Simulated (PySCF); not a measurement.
# NdC: bond curves at several levels of theory

One job finds the state of NdC, follows it along the bond with each method and fits the curves.

Method: Nd x2c-SVPall, C x2c-SVPall, spin-free X2C with a Gaussian nucleus; program: PySCF 2.14.0.

### Step 1. Set-up

Settings of the job:

```
atoms                         : Nd, C
charge                        : 0
basis                         : Nd x2c-SVPall, C x2c-SVPall
Hamiltonian                   : spin-free X2C with a Gaussian nucleus
basis functions               : 99
electrons treated             : 66
masses in u                   : 141.9077, 12.0000
levels                        : PBE0, PBE, r²SCAN, M06, BHandHLYP, HF, MP2, SCS-MP2
grid                          : 80 radial by 434 angular points
occupations                   : held fixed by the projection of orbital angular momentum
dissociation limit            : Nd + C, each in its ground configuration
starting distance in angstrom : 2.084
values of 2S to try           : 2, 4, 6, 8
```

Launch:

```sh
OMP_NUM_THREADS=2 python dia.py task.json out
```

Further steps of the session: The PBE0 curve of the state that the search chose; Higher solutions at PBE0; PBE (GGA); r²SCAN (meta-GGA); M06; BHandHLYP (global hybrid GGA); UHF (mean field).

**Question.** What will these runs give? Wanted: for each run, Re; ωe; De; μ.

The runs gave:

Lowest PBE0 solution found, without spin–orbit coupling: quintet, unpaired electrons σ ↑↑, δ ↑, φ ↑, about 3.3 electrons in the 4f shell (Mulliken). State 2 has its PBE0 minimum 0.23 eV higher. The other levels ran on the lowest alone.

| level | Re (Å) | ωe (cm⁻¹) | De (eV) | μ (D) |
| --- | --- | --- | --- | --- |
| PBE | 1.884 | 724 | 3.84 | -5.00 |
| PBE0 | 1.852 | 820 | 3.26 | -6.64 |
| M06 | 1.850 | 789 | 2.84 | -6.67 |
| BHandHLYP | 1.862 | 822 | 2.44 | -7.39 |

De is counted to Nd + C in their ground configurations. A positive dipole means Nd(−)C(+). No constants: UHF (the points don't follow one smooth fit); UHF-MP2 (the points don't follow one smooth fit); UHF-SCS-MP2 (the points don't follow one smooth fit); r²SCAN (the points don't follow one smooth fit).

**Reading.** Bond lengths run from 1.850 Å (M06) to 1.884 Å (PBE). Among the levels with a De in the table, it runs from 2.44 eV (BHandHLYP) to 3.84 eV (PBE).

Correlated steps freeze 19 core orbitals. These are scalar-relativistic numbers at best; spin–orbit coupling would shift them, the dissociation energy most. The state is the lowest single determinant that the PBE0 search found; with open d or f shells the true ground state can be another one. With spin–orbit coupling the term label itself may not hold.
